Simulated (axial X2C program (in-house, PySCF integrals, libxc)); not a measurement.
**All-electron X2C curves of ZnNa⁺**

What are the state, bond length, wavenumber and bond energy of ZnNa⁺, and what does spin–orbit coupling change?

The runs use an in-house X2C program for linear molecules on PySCF integrals; all-electron X2C, Zn dyall-cv3z, Na dyall-cv3z.

All values are calculated.

**1. Set-up**

Contents of task.json:

```json
{"zs": [30, 11], "q": 1, "bas": ["dyall-cv3z", "dyall-cv3z"], "levels": ["PBE0", "HF", "BP86"], "cc": true, "r0": 2.73, "thr": -1.0, "nmax": 90, "npts": 10, "nst": 2, "ntry": 6}
```

Keys: zs atomic numbers; q charge; bas basis sets; levels methods (HF also brings MP2); cc coupled cluster on or off; r0 starting distance in Å; thr threshold in hartree for freezing inner shells (an s shell follows its p shell); nmax most natural virtual spinors; npts points asked for on the curve; nst determinants followed; ntry starts of the search.

Started as:

```bash
> python so2c.py task.json out
```

Spin-free means the one-electron spin-free X2C Hamiltonian; two-component (2c) means X2C with spin–orbit coupling and atomic mean-field two-electron Coulomb and Gaunt terms. Basis: Zn dyall-cv3z contracted to [9s10p6d3f2g], Na dyall-cv3z contracted to [9s8p5d2f]; Gaussian nuclei, density fitting. Masses: Zn 63.929 u, Na 22.990 u.

Notation: σ, π±, δ± give the projection m of an orbital's angular momentum (0, ±1, ±2), α and β its spin, Λ and M_S the sums; ω is the projection of a spinor's total angular momentum and Ω the sum. Logs are in hartree.

The results follow Hamiltonian by Hamiltonian and level by level.

**2. Which state to follow**

PBE0 moves the distance from 2.730 Å to 3.014 Å and compares determinants there.

Spin-free determinants:

```csv
ΔE (eV),state,open shells
0.00,"M_S = 0, Λ = 0",closed shell
3.41,"M_S = 1, Λ = 0",beyond closed shells: 2 × σα
4.43,"M_S = 1, Λ = 1","beyond closed shells: σα, π+α"
5.23,"M_S = 0, Λ = 1","beyond closed shells: σα, π+β"
```

Two-component determinants:

```json
{"ΔE (eV)": "0.00", "state": "Ω = 0", "open shells": "closed shell"}
{"ΔE (eV)": "3.41", "state": "Ω = 1", "open shells": "excess of +ω over −ω: 2 × ω = 1/2"}
{"ΔE (eV)": "4.46", "state": "Ω = 2", "open shells": "excess of +ω over −ω: ω = 1/2, ω = 3/2"}
{"ΔE (eV)": "5.25", "state": "Ω = 1", "open shells": "excess of +ω over −ω: ω = -1/2, ω = 3/2"}
```

**3. PBE0, spin-free**

State followed: M_S = 0, Λ = 0 (closed shell). The scan is laid around 3.014 Å, a first estimate of the minimum, and this SCF restarts from the orbitals of the search.

Output at 3.014 Å:

```text
spin-free X2C-1e  PBE0
basis functions 180  fitting functions 889  grid points 5088
iter        total energy     max residual
   1      -1957.934208347     2.12e-05
   2      -1957.934208350     3.69e-06
converged
one-electron -2840.06521181  Coulomb 910.23845018  exact exchange -21.07512778  xc functional -64.97142963  nuclear repulsion 57.93911068
```

Along the bond, energies from the lowest point:

```csv
R (Å),E (eV),μ (D),HOMO (eV),LUMO (eV),iterations
2.622,0.1146,6.09,-12.17,-6.34,9
2.743,0.0465,6.49,-12.01,-6.35,8
2.833,0.0178,6.81,-11.90,-6.36,8
2.924,0.0036,7.14,-11.78,-6.36,8
3.014,0.0000,7.48,-11.67,-6.37,2
3.119,0.0065,7.90,-11.54,-6.38,8
3.225,0.0208,8.32,-11.41,-6.39,8
3.361,0.0464,8.89,-11.24,-6.41,8
3.526,0.0842,9.60,-11.05,-6.42,8
3.768,0.1423,10.66,-10.78,-6.45,8
```

Dipoles are positive if Na is the positive end and refer to the centre of mass.

Outer orbitals at the reference distance:

| symmetry | occupied | ε (eV) | atomic character |
| --- | --- | --- | --- |
| σα | yes | -17.91 | 100% Zn d |
| π+α | yes | -17.89 | 100% Zn d |
| π-α | yes | -17.89 | 100% Zn d |
| δ+α | yes | -17.88 | 100% Zn d |
| δ-α | yes | -17.88 | 100% Zn d |
| σα | yes | -11.67 | 74% Zn s, 11% Na p, 10% Na s |
| σα | no | -6.37 | 53% Na s, 37% Zn p, 7% Zn s |
| π-α | no | -4.98 | 68% Zn p, 26% Na p, 6% Na d |
| π+α | no | -4.98 | 68% Zn p, 26% Na p, 6% Na d |
| σα | no | -4.41 | 37% Zn p, 36% Na p, 23% Na s |

PBE0 fields in the half plane through the axis: z from -2.4 to 5.4 Å across, distance from the axis 0.15 to 2.25 Å upwards; Zn lies at z = 0 and Na at z = 3.014 Å; the ELF is damped to zero where the density is low.

log10 density (e/bohr³). Ten even steps from ' ' (-6.45 ) to '@' (1.37 ):
```
::::::------============------------::::::......      
::::----======================--------::::::......    
::----======++++++++++++==========--------::::......  
----======++++++++++++++++++============----::::....  
----====++++**********++++++++==++++++++====--::::....
--====++++****######****++++++++++******++++==--::....
--====++++**##%%%%%%##****++++++**##%%##**++==--::....
--====++++**##@@@@@@##****++++**##%%@@%%##**==--::....
```

ELF. Ten even steps from '0' (0.00 ) to '9' (0.86 ):
```
000000234444310000000000000
000013556778764100000000000
000245556679997100000000000
001444434468996000000000000
003443222246893000110000000
014432122224781015663000000
024321268622680059997200000
034321483842570089298400000
```

Re = 3.001 Å, ωe = 130.2 cm⁻¹, Be = 0.1107 cm⁻¹, De = 0.442 eV, μ = 7.43 D.

**4. HF, spin-free**

The SCF at the reference distance of 3.014 Å:

```text
spin-free X2C-1e  HF
basis functions 180  fitting functions 889  grid points 5088
iter        total energy     max residual
   1      -1956.188162047     2.65e-01
   2      -1956.212571692     1.84e-02
   3      -1956.213493126     3.67e-02
   4      -1956.214825875     3.87e-03
   5      -1956.214837078     2.09e-04
   6      -1956.214837981     1.10e-04
   7      -1956.214838033     4.05e-05
   8      -1956.214838041     4.93e-06
   9      -1956.214838041     2.38e-06
converged
one-electron -2841.12925486  Coulomb 911.44469326  exact exchange -84.46938712  xc functional 0.00000000  nuclear repulsion 57.93911068
```

Re = 3.160 Å, ωe = 115.7 cm⁻¹, ωexe = 1.07 cm⁻¹, Be = 0.09987 cm⁻¹, De = 0.389 eV, μ = 7.74 D.

**5. BP86, spin-free**

The SCF at the reference distance of 3.014 Å:

```text
spin-free X2C-1e  BP86
basis functions 180  fitting functions 889  grid points 5088
iter        total energy     max residual
   1      -1958.594520511     1.05e-01
   2      -1958.596523217     2.38e-02
   3      -1958.597660487     3.57e-02
   4      -1958.599125042     6.36e-03
   5      -1958.599189451     3.02e-03
   6      -1958.599251220     1.60e-03
   7      -1958.599254683     2.75e-04
   8      -1958.599255036     7.83e-05
   9      -1958.599255049     3.92e-05
  10      -1958.599255057     2.83e-06
converged
one-electron -2839.47556595  Coulomb 909.60411470  exact exchange 0.00000000  xc functional -86.66691450  nuclear repulsion 57.93911068
```

Re = 3.029 Å, ωe = 120.8 cm⁻¹, Be = 0.1086 cm⁻¹, De = 0.366 eV, μ = 7.83 D.

**6. Correlated methods, spin-free**

Correlated methods: 12 electrons correlated (frozen shells, counted by type: Zn 3 s, 2 p; Na 2 s, 1 p), 270 virtual spinors in MP2, 90 natural virtuals in coupled cluster.

Output of the correlated part at 3.014 Å:

```text
correlated 12  virtual 270  natural virtual 90  E(MP2) -0.525519513  MP2 remainder -0.018396450
iter   CCSD correlation   residual
   1     -0.445104133   1.58e-01
   2     -0.463471367   6.61e-02
   3     -0.465661759   2.40e-02
   4     -0.465145990   5.54e-03
   5     -0.465236733   1.74e-03
   6     -0.465262023   5.99e-04
   7     -0.465253321   2.21e-04
   8     -0.465253293   5.86e-05
   9     -0.465254339   2.22e-05
  10     -0.465253895   7.58e-06
  11     -0.465254052   2.24e-06
  12     -0.465253962   8.18e-07
  13     -0.465253967   3.08e-07
(T) -0.014589014  T1 0.0254  D1 0.0527  max T2 0.123
```

T1 in the output is the amplitude norm over the root of the electron number; divide by √2 for the Lee–Taylor value.

MP2: Re = 3.083 Å, ωe = 115.6 cm⁻¹, Be = 0.1049 cm⁻¹, De = 0.334 eV.

CCSD: Re = 3.105 Å, ωe = 114.7 cm⁻¹, ωexe = 1.2 cm⁻¹, Be = 0.1034 cm⁻¹, De = 0.339 eV. T1 at Re = 0.018 (Lee–Taylor, the printed value over √2).

CCSD(T): Re = 3.100 Å, ωe = 114.5 cm⁻¹, ωexe = 1.22 cm⁻¹, Be = 0.1037 cm⁻¹, De = 0.335 eV. T1 at Re = 0.018 (Lee–Taylor, the printed value over √2).

**7. The spin-free curves together**

Energy (eV) of the followed determinant, spin-free, from each level's lowest point:

```
R (Å)   PBE0     HF    MP2   CCSD  CCSD(T)   BP86
2.622  0.115  0.213  0.150    n/a      n/a  0.119
2.743  0.046  0.112  0.071  0.081    0.078  0.051
2.833  0.018  0.062  0.034  0.041    0.039  0.022
2.924  0.004  0.029  0.012  0.016    0.015  0.006
3.014  0.000  0.010  0.002  0.004    0.003  0.000
3.119  0.007  0.000  0.000  0.000    0.000  0.003
3.225  0.021  0.001  0.007  0.005    0.005  0.014
3.361  0.046  0.013  0.023  0.020    0.021  0.034
3.526  0.084  0.038  0.050    n/a      n/a  0.065
3.768  0.142  0.084  0.095    n/a      n/a  0.113
```

**8. PBE0, 2c**

State followed: Ω = 0 (closed shell). The scan is laid around 3.014 Å, a first estimate of the minimum, and this SCF restarts from the orbitals of the search.

The SCF at the reference distance of 3.014 Å:

```text
two-component X2C + atomic mean field  PBE0
basis functions 180  fitting functions 889  grid points 5088
iter        total energy     max residual
   1      -1957.378242370     9.43e-05
   2      -1957.378242373     1.20e-05
converged
one-electron -2838.64516420  Coulomb 909.93609960  exact exchange -21.06861668  xc functional -64.95105312  nuclear repulsion 57.93911068  atomic mean-field constant -0.58861866
```

Along the bond, energies from the lowest point:

```csv
R (Å),E (eV),μ (D),HOMO (eV),LUMO (eV),iterations
2.622,0.1148,6.08,-12.17,-6.33,9
2.743,0.0466,6.49,-12.01,-6.35,8
2.833,0.0178,6.81,-11.90,-6.36,8
2.924,0.0036,7.14,-11.78,-6.36,8
3.014,0.0000,7.48,-11.67,-6.37,2
3.119,0.0065,7.89,-11.53,-6.38,8
3.225,0.0207,8.32,-11.40,-6.39,8
3.361,0.0463,8.89,-11.24,-6.41,8
3.526,0.0841,9.59,-11.05,-6.42,8
3.768,0.1422,10.66,-10.78,-6.45,8
```

Dipoles are positive if Na is the positive end and refer to the centre of mass.

Outer spinors at the reference distance:

```json
{"ω": "1/2", "occupied": "yes", "ε (eV)": "-18.11", "atomic character": "100% Zn d", "λ mixture": "58% π, 42% σ"}
{"ω": "3/2", "occupied": "yes", "ε (eV)": "-18.09", "atomic character": "100% Zn d", "λ mixture": "78% δ, 22% π"}
{"ω": "1/2", "occupied": "yes", "ε (eV)": "-17.78", "atomic character": "100% Zn d", "λ mixture": "58% σ, 42% π"}
{"ω": "3/2", "occupied": "yes", "ε (eV)": "-17.76", "atomic character": "100% Zn d", "λ mixture": "78% π, 22% δ"}
{"ω": "5/2", "occupied": "yes", "ε (eV)": "-17.75", "atomic character": "100% Zn d", "λ mixture": "100% δ"}
{"ω": "1/2", "occupied": "yes", "ε (eV)": "-11.67", "atomic character": "74% Zn s, 11% Na p, 10% Na s", "λ mixture": "100% σ"}
{"ω": "1/2", "occupied": "no", "ε (eV)": "-6.37", "atomic character": "53% Na s, 37% Zn p, 7% Zn s", "λ mixture": "100% σ"}
{"ω": "1/2", "occupied": "no", "ε (eV)": "-5.00", "atomic character": "68% Zn p, 26% Na p, 6% Na d", "λ mixture": "100% π"}
{"ω": "3/2", "occupied": "no", "ε (eV)": "-4.96", "atomic character": "68% Zn p, 27% Na p, 6% Na d", "λ mixture": "100% π"}
{"ω": "1/2", "occupied": "no", "ε (eV)": "-4.40", "atomic character": "37% Zn p, 36% Na p, 23% Na s", "λ mixture": "100% σ"}
```

PBE0 fields in the half plane through the axis: z from -2.4 to 5.4 Å across, distance from the axis 0.15 to 2.25 Å upwards; Zn lies at z = 0 and Na at z = 3.014 Å; the ELF is damped to zero where the density is low.

log10 density (e/bohr³). Ten even steps from '0' (-6.45 ) to '9' (1.37 ):
```
222333444444333333222111000
223344444444444333322211100
233444555555444443333221110
334445555555554444443322110
334455666665555455554432211
344556677766555556665543211
344556788876655567876543211
344556799976655678987643211
```

ELF. Ten even steps from '0' (0.00 ) to '9' (0.86 ):
```
000000234444310000000000000
000013556778764100000000000
000245556679997100000000000
001444434468996000000000000
003443222246893000110000000
014432122224781015663000000
024321268622680059997200000
034321483842570089298400000
```

Re = 3.002 Å, ωe = 130.2 cm⁻¹, Be = 0.1106 cm⁻¹, De = 0.442 eV, μ = 7.43 D.

**9. HF, 2c**

Output at 3.014 Å:

```text
two-component X2C + atomic mean field  HF
basis functions 180  fitting functions 889  grid points 5088
iter        total energy     max residual
   1      -1955.633039297     2.65e-01
   2      -1955.657435104     1.85e-02
   3      -1955.658355709     3.66e-02
   4      -1955.659685599     3.87e-03
   5      -1955.659696776     2.09e-04
   6      -1955.659697677     1.10e-04
   7      -1955.659697729     4.04e-05
   8      -1955.659697736     4.97e-06
   9      -1955.659697737     2.39e-06
converged
one-electron -2839.70843314  Coulomb 911.14155415  exact exchange -84.44331077  xc functional 0.00000000  nuclear repulsion 57.93911068  atomic mean-field constant -0.58861866
```

Re = 3.160 Å, ωe = 115.7 cm⁻¹, ωexe = 1.07 cm⁻¹, Be = 0.09984 cm⁻¹, De = 0.389 eV, μ = 7.74 D.

**10. BP86, 2c**

The SCF at the reference distance of 3.014 Å:

```text
two-component X2C + atomic mean field  BP86
basis functions 180  fitting functions 889  grid points 5088
iter        total energy     max residual
   1      -1958.038084583     1.05e-01
   2      -1958.040093630     2.37e-02
   3      -1958.041221477     3.57e-02
   4      -1958.042686454     6.34e-03
   5      -1958.042750307     2.63e-03
   6      -1958.042811712     1.59e-03
   7      -1958.042815143     2.78e-04
   8      -1958.042815493     7.75e-05
   9      -1958.042815506     3.91e-05
  10      -1958.042815514     2.81e-06
converged
one-electron -2838.05667296  Coulomb 909.30297960  exact exchange 0.00000000  xc functional -86.63961418  nuclear repulsion 57.93911068  atomic mean-field constant -0.58861866
```

Re = 3.030 Å, ωe = 120.8 cm⁻¹, Be = 0.1086 cm⁻¹, De = 0.366 eV, μ = 7.83 D.

**11. MP2 and beyond, 2c**

Correlated methods: 12 electrons correlated (frozen shells, counted by type: Zn 3 s, 2 p; Na 2 s, 1 p), 270 virtual spinors in MP2, 90 natural virtuals in coupled cluster.

Output of the correlated part at 3.014 Å:

```text
correlated 12  virtual 270  natural virtual 90  E(MP2) -0.525290374  MP2 remainder -0.018397456
iter   CCSD correlation   residual
   1     -0.444961897   1.58e-01
   2     -0.463299860   6.60e-02
   3     -0.465484766   2.40e-02
   4     -0.464969696   5.53e-03
   5     -0.465060358   1.74e-03
   6     -0.465085565   5.99e-04
   7     -0.465076861   2.21e-04
   8     -0.465076838   5.86e-05
   9     -0.465077877   2.22e-05
  10     -0.465077437   7.59e-06
  11     -0.465077592   2.25e-06
  12     -0.465077503   8.29e-07
  13     -0.465077508   3.15e-07
(T) -0.014568315  T1 0.0253  D1 0.0526  max T2 0.123
```

MP2: Re = 3.083 Å, ωe = 115.5 cm⁻¹, Be = 0.1049 cm⁻¹, De = 0.334 eV.

CCSD: Re = 3.105 Å, ωe = 114.6 cm⁻¹, ωexe = 1.2 cm⁻¹, Be = 0.1034 cm⁻¹, De = 0.339 eV. T1 at Re = 0.018 (Lee–Taylor, the printed value over √2).

CCSD(T): Re = 3.101 Å, ωe = 114.5 cm⁻¹, ωexe = 1.22 cm⁻¹, Be = 0.1037 cm⁻¹, De = 0.336 eV. T1 at Re = 0.018 (Lee–Taylor, the printed value over √2).

**12. The 2c curves together**

Energy (eV) of the followed determinant, 2c, from each level's lowest point:

| R (Å) | PBE0 | HF | MP2 | CCSD | CCSD(T) | BP86 |
| --- | --- | --- | --- | --- | --- | --- |
| 2.622 | 0.115 | 0.214 | 0.150 | n/a | n/a | 0.120 |
| 2.743 | 0.047 | 0.112 | 0.071 | 0.081 | 0.078 | 0.051 |
| 2.833 | 0.018 | 0.062 | 0.034 | 0.041 | 0.039 | 0.022 |
| 2.924 | 0.004 | 0.029 | 0.012 | 0.016 | 0.015 | 0.006 |
| 3.014 | 0.000 | 0.010 | 0.002 | 0.004 | 0.003 | 0.000 |
| 3.119 | 0.007 | 0.000 | 0.000 | 0.000 | 0.000 | 0.003 |
| 3.225 | 0.021 | 0.001 | 0.007 | 0.005 | 0.005 | 0.014 |
| 3.361 | 0.046 | 0.013 | 0.023 | 0.020 | 0.021 | 0.034 |
| 3.526 | 0.084 | 0.038 | 0.050 | n/a | n/a | 0.065 |
| 3.768 | 0.142 | 0.084 | 0.094 | n/a | n/a | 0.113 |

Time for the job: 3 min (1 thread of Intel Xeon Platinum 8488C (Sapphire Rapids), shared host); peak memory 0.75 GiB.

**13. Results**

Lowest determinant that the search found at its distance, spin-free: M_S = 0, Λ = 0 (closed shell).

Lowest determinant that the search found at its distance, 2c: Ω = 0 (closed shell).

```tsv
Hamiltonian	level	Re (Å)	ωe (cm⁻¹)	De (eV)	μ (D)
spin-free	PBE0	3.001	130.2	0.442	7.43
spin-free	HF	3.160	115.7	0.389	7.74
spin-free	MP2	3.083	115.6	0.334	n/a
spin-free	CCSD	3.105	114.7	0.339	n/a
spin-free	CCSD(T)	3.100	114.5	0.335	n/a
spin-free	BP86	3.029	120.8	0.366	7.83
2c	PBE0	3.002	130.2	0.442	7.43
2c	HF	3.160	115.7	0.389	7.74
2c	MP2	3.083	115.5	0.334	n/a
2c	CCSD	3.105	114.6	0.339	n/a
2c	CCSD(T)	3.101	114.5	0.336	n/a
2c	BP86	3.030	120.8	0.366	7.83
```

Dipoles are positive if Na is the positive end and refer to the centre of mass.

Time per point (s) on 1 thread of Intel Xeon Platinum 8488C (Sapphire Rapids), shared host (2c runs; CCSD comes with the CCSD(T) run); the times are rough: PBE0 0.49, HF 0.21, MP2 0.55, CCSD(T) 7.6, BP86 0.42.

At CCSD(T), going from spin-free to two-component changes Re by 0 mÅ, ωe by 0.0 %, which is small (part of it comes from the scalar share of the two-electron terms). De moves by 0.00 eV; both De rest on single-determinant atoms, which can miss part of an open shell's spin–orbit lowering.

De refers to Zn + Na+, each in the lowest determinant found, which need not be this curve's own limit. The state is a single determinant with fixed occupations, the lowest that a limited PBE0 search found. Closed shells are restricted here (equal orbitals for both partners), which fails at long range if the bond breaks into open shells. Dissociation energies refer to the lowest single-determinant-based atoms at the same level and basis. CCSD and (T) use frozen natural virtuals with an MP2 correction for the truncation.
